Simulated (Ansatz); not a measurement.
# Ti5Al2C3: the cost of one run

Computed with Ansatz 0.2.0 (DFT PBEsol, scalar-relativistic, plane waves, PAW, unless a step's input says otherwise).

2 further runs of the same task are left out: 1 that didn't finish, 1 set aside as unsound or not needed. Runs told in other sessions of the task aren't counted.

### 1 The structure to begin with

Symmetry: R-3m, No. 166, trigonal system. The conventional cell has a = 3.046 Å, b = 3.046 Å, c = 48.217 Å, α = 90.00°, β = 90.00°, γ = 120.00°. Ti (site symmetry -3m) has 6 C at 2.18 Å in its first shell of neighbours. Ti (site symmetry 3m) has 3 C at 2.06 Å in its first shell of neighbours. Around Ti (site symmetry 3m) lie 3 C at 2.09 Å. Al (site symmetry 3m) is surrounded by 6 Ti at 2.87 to 2.88 Å and 6 Al at 3.05 Å. C (site symmetry 3m) is surrounded by 6 Ti at 2.06 to 2.18 Å. Around C (site symmetry -3m) lie 6 Ti at 2.09 Å.

Structure file:

```
Ti Al C
1.0
    -3.04559    0.00000    0.00000
    -1.52279   -2.63756    0.00000
     1.52279    0.87919   16.07240
Ti Al C
5 2 3
Direct
  0.50000 0.50000 0.50000
  0.78462 0.78462 0.35387
  0.69021 0.69021 0.07064
  0.30979 0.30979 0.92936
  0.21538 0.21538 0.64613
  0.59609 0.59609 0.78826
  0.40391 0.40391 0.21174
  0.85989 0.85989 0.57968
  0.14011 0.14011 0.42032
  0.00000 0.00000 0.00000
```

It goes back to an entry of the Materials Project, which need not be the stable form.

This cell was relaxed beforehand with the same method: volume 12.91 Å³/atom, gap on the mesh none (metal).

### 2 The undisturbed cell

The input, input.yaml:

```yaml
crystal:
  lattice:
    - [-3.0455886532, 0.0, 0.0]
    - [-1.5227943266, -2.6375571432, 0.0]
    - [1.5227943266, 0.8791857144, 16.0723967276]
  atoms:
    - { symbol: Ti, position: [0.5, 0.5, 0.5] }
    - { symbol: Ti, position: [0.7846243549, 0.7846243549, 0.3538730648] }
    - { symbol: Ti, position: [0.690214665, 0.690214665, 0.0706439949] }
    - { symbol: Ti, position: [0.309785335, 0.309785335, 0.9293560051] }
    - { symbol: Ti, position: [0.2153756451, 0.2153756451, 0.6461269352] }
    - { symbol: Al, position: [0.596087747, 0.596087747, 0.7882632411] }
    - { symbol: Al, position: [0.403912253, 0.403912253, 0.2117367589] }
    - { symbol: C, position: [0.8598921538, 0.8598921538, 0.5796764613] }
    - { symbol: C, position: [0.1401078462, 0.1401078462, 0.4203235387] }
    - { symbol: C, position: [0.0, 0.0, 0.0] }
basis:
  ecutwfc: 420
kpoints:
  mp_grid: { grid: [15, 15, 3] }
hamiltonian:
  xc: pbesol
scf:
  occupations: { method: gaussian, width: 0.15 }
output:
  forces: true
  stress: true
  eigenvalues: true
  write_density: true
  write_potential: true
  elf: true
  volumetric_format: npy
```

Launch:

```console
$ ansatz run input.yaml --threads 2 --pin off --max-ram 5120MiB --backend cpu --events-out ev --progress --plain --runs-dir out
```

Q: Estimate wall time and peak memory on 2 threads of Arm Neoverse V2, shared host.

About 37 s, with a peak of 0.97 GiB.
